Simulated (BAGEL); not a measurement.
# Al2H4Cl2 (SMILES [AlH2-]1[Cl+][AlH2-][Cl+]1) at HF/6-31G(d) (density fitting with qzvpp-jkfit, spherical functions)

What is the energy change on altering one bond length of Al2H4Cl2 at HF/6-31G* (density fitting with qzvpp-jkfit, spherical functions)? 

The results are computed with BAGEL 1.2.2.

1 further run of the same task is left out (set aside as unsound or not needed).

## (1) The system as given

Al2H4Cl2: 8 atoms, total charge 0, spin state singlet. SMILES: `[AlH2-]1[Cl+][AlH2-][Cl+]1`. Geometry: relaxed at PBE0-D4/def2-TZVP.

Bond lengths: Al1–Cl2 2.300 Å, Cl2–Al3 2.300 Å, Al1–Cl4 2.300 Å, Al3–Cl4 2.300 Å, Al1–H5 1.573 Å, Al1–H6 1.573 Å, Al3–H7 1.573 Å, Al3–H8 1.573 Å. Some angles: Al1–Cl2–Al3 89.2°, Cl2–Al1–Cl4 90.8°, Cl2–Al3–Cl4 90.8°, Al1–Cl4–Al3 89.2°, Cl2–Al1–H5 108.1°, Cl2–Al1–H6 108.1°, Cl4–Al1–H5 108.1°, Cl4–Al1–H6 108.2°, Cl2–Al3–H7 108.1°, Cl2–Al3–H8 108.2°.

## (2) The energy at HF/6-31G(d) (density fitting with qzvpp-jkfit, spherical functions)

File input.json:

```json
{ "bagel" : [

{
  "title" : "molecule",
  "basis" : "6-31gs.json",
  "df_basis" : "qzvpp-jkfit",
  "angstrom" : "true",
  "geometry" : [
    { "atom" : "Al", "xyz" : [      -0.642700,       1.470000,      -0.183400 ] },
    { "atom" : "Cl", "xyz" : [       1.320400,       0.665200,       0.704600 ] },
    { "atom" : "Al", "xyz" : [       0.642800,      -1.470000,       0.183200 ] },
    { "atom" : "Cl", "xyz" : [      -1.325100,      -0.666000,      -0.694700 ] },
    { "atom" : "H", "xyz" : [      -0.304000,       2.211100,      -1.528700 ] },
    { "atom" : "H", "xyz" : [      -1.534500,       1.999500,       0.999000 ] },
    { "atom" : "H", "xyz" : [       1.532800,      -1.989800,      -1.005000 ] },
    { "atom" : "H", "xyz" : [       0.310400,      -2.220000,       1.525100 ] }
  ]
},

{
  "title" : "hf"
},

{
  "title" : "print",
  "file" : "orbitals.molden",
  "orbitals" : "true"
}

]}
```

The basis set 6-31G* is read from a file made from the Basis Set Exchange's data (not shown).

Run with:

```console
BAGEL_NUM_THREADS=1 BAGEL input.json > input.out
```

The log of the run:

```text
* using 1 threads per process

  ===============================================================
  ===============================================================

  *** Geometry ***

  { "atom" : "Al", "xyz" : [     -1.214527,      2.777897,     -0.346576 ] },
  { "atom" : "Cl", "xyz" : [      2.495194,      1.257046,      1.331501 ] },
  { "atom" : "Al", "xyz" : [      1.214716,     -2.777897,      0.346198 ] },
  { "atom" : "Cl", "xyz" : [     -2.504076,     -1.258558,     -1.312793 ] },
  { "atom" : "H", "xyz" : [     -0.574477,      4.178373,     -2.888824 ] },
  { "atom" : "H", "xyz" : [     -2.899785,      3.778507,      1.887836 ] },
  { "atom" : "H", "xyz" : [      2.896572,     -3.760177,     -1.899175 ] },
  { "atom" : "H", "xyz" : [      0.586571,     -4.195192,      2.882021 ] },

  Number of auxiliary basis functions:      584

  Since a DF basis is specified, we compute 2- and 3-index integrals:
    o Being stored without compression. Storage requirement is 0.030 GB

  Number of basis functions:       80
  Number of electrons      :       64

    * METHOD: MOLECULE                             0.39

  *** RHF ***

  === Nuclear Repulsion ===
   325.4002577523

      * DIIS with orbital gradients will be used.

  === RHF iteration (6-31gs.json) ===
      0      -1405.18813558          0.00648473           0.09
      1      -1405.23698110          0.00202635           0.08
      2      -1405.24142239          0.00059681           0.09
      3      -1405.24189817          0.00006054           0.08
      4      -1405.24190365          0.00001646           0.10
      5      -1405.24190402          0.00000453           0.08
      6      -1405.24190405          0.00000088           0.08
      7      -1405.24190405          0.00000012           0.08
      8      -1405.24190405          0.00000004           0.08
      9      -1405.24190405          0.00000001           0.09
    * SCF iteration converged.

    * Permanent dipole moment:
           (    0.000218,     0.000146,    -0.000039) a.u.

    * METHOD: HF                                   1.04

    * METHOD: PRINT                                0.01

  ===============================================================
```

It took 2.3 s on 1 thread of Intel Xeon 6975P-C (Granite Rapids), shared host; peak memory 0.15 GiB.

## (3) The distorted shape, same level

File job.json:

```json
{ "bagel" : [

{
  "title" : "molecule",
  "basis" : "6-31gs.json",
  "df_basis" : "qzvpp-jkfit",
  "angstrom" : true,
  "geometry" : [
    { "atom" : "Al", "xyz" : [      -0.476499,       1.845003,      -0.854356 ] },
    { "atom" : "Cl", "xyz" : [       1.486601,       1.040203,       0.033644 ] },
    { "atom" : "Al", "xyz" : [       0.809001,      -1.094997,      -0.487756 ] },
    { "atom" : "Cl", "xyz" : [      -1.158899,      -0.290997,      -1.365656 ] },
    { "atom" : "H", "xyz" : [      -0.137799,       2.586103,      -2.199656 ] },
    { "atom" : "H", "xyz" : [      -1.368299,       2.374503,       0.328044 ] },
    { "atom" : "H", "xyz" : [       1.699001,      -1.614797,      -1.675956 ] },
    { "atom" : "H", "xyz" : [       0.310400,      -2.220000,       1.525100 ] }
  ]
},

{
  "title" : "hf"
},

{
  "title" : "print",
  "file" : "orbitals.molden",
  "orbitals" : true
}

]}
```

The basis set 6-31G* is read from a file made from the Basis Set Exchange's data (not shown).

Run with:

```console
BAGEL_NUM_THREADS=1 BAGEL job.json > job.out
```

The log of the run:

```text
* using 1 threads per process

  ===============================================================
  ===============================================================

  *** Geometry ***

  { "atom" : "Al", "xyz" : [     -0.900453,      3.486550,     -1.614499 ] },
  { "atom" : "Cl", "xyz" : [      2.809269,      1.965699,      0.063578 ] },
  { "atom" : "Al", "xyz" : [      1.528790,     -2.069244,     -0.921725 ] },
  { "atom" : "Cl", "xyz" : [     -2.190002,     -0.549905,     -2.580716 ] },
  { "atom" : "H", "xyz" : [     -0.260402,      4.887026,     -4.156747 ] },
  { "atom" : "H", "xyz" : [     -2.585710,      4.487160,      0.619913 ] },
  { "atom" : "H", "xyz" : [      3.210647,     -3.051524,     -3.167098 ] },
  { "atom" : "H", "xyz" : [      0.586571,     -4.195192,      2.882021 ] },

  Number of auxiliary basis functions:      584

  Since a DF basis is specified, we compute 2- and 3-index integrals:
    o Being stored without compression. Storage requirement is 0.030 GB

  Number of basis functions:       80
  Number of electrons      :       64

    * METHOD: MOLECULE                             0.38

  *** RHF ***

  === Nuclear Repulsion ===
   322.7612678521

      * DIIS with orbital gradients will be used.

  === RHF iteration (6-31gs.json) ===
      0      -1405.10701822          0.00678190           0.10
      1      -1405.16119264          0.00217656           0.09
      2      -1405.16631708          0.00067569           0.09
      3      -1405.16692814          0.00007576           0.09
      4      -1405.16693805          0.00002145           0.09
      5      -1405.16693881          0.00000571           0.10
      6      -1405.16693886          0.00000113           0.10
      7      -1405.16693886          0.00000021           0.09
      8      -1405.16693886          0.00000006           0.10
      9      -1405.16693886          0.00000002           0.10
     10      -1405.16693886          0.00000000           0.09
    * SCF iteration converged.

    * Permanent dipole moment:
           (   -0.108098,    -0.418362,     0.602867) a.u.

    * METHOD: HF                                   1.23

    * METHOD: PRINT                                0.01

  ===============================================================
```

Wall time 2.6 s (1 thread of Intel Xeon 6975P-C (Granite Rapids), shared host); peak memory 0.15 GiB.

## (4) What came out

At HF/6-31G* (density fitting with qzvpp-jkfit, spherical functions):

| quantity | value |
| --- | --- |
| first shape: total energy | -1405.24190 Eh |
| first shape: dipole moment | 0.00 D |
| first shape: HOMO energy | -11.59 eV |
| first shape: LUMO energy | 1.90 eV |
| first shape: HOMO–LUMO gap | 13.49 eV |
| distorted shape: total energy | -1405.16694 Eh |
| distorted shape: dipole moment | 1.89 D |
| distorted shape: HOMO energy | -9.78 eV |
| distorted shape: LUMO energy | 1.68 eV |
| distorted shape: HOMO–LUMO gap | 11.47 eV |
| energy change with the Al3–H8 bond stretched from 1.573 to 2.359 Å | 2.040 eV |

With the Al3–H8 bond stretched from 1.573 to 2.359 Å the energy rises by 2.04 eV (47 kcal/mol). The first shape isn't relaxed at this level, so the change isn't measured from a minimum.
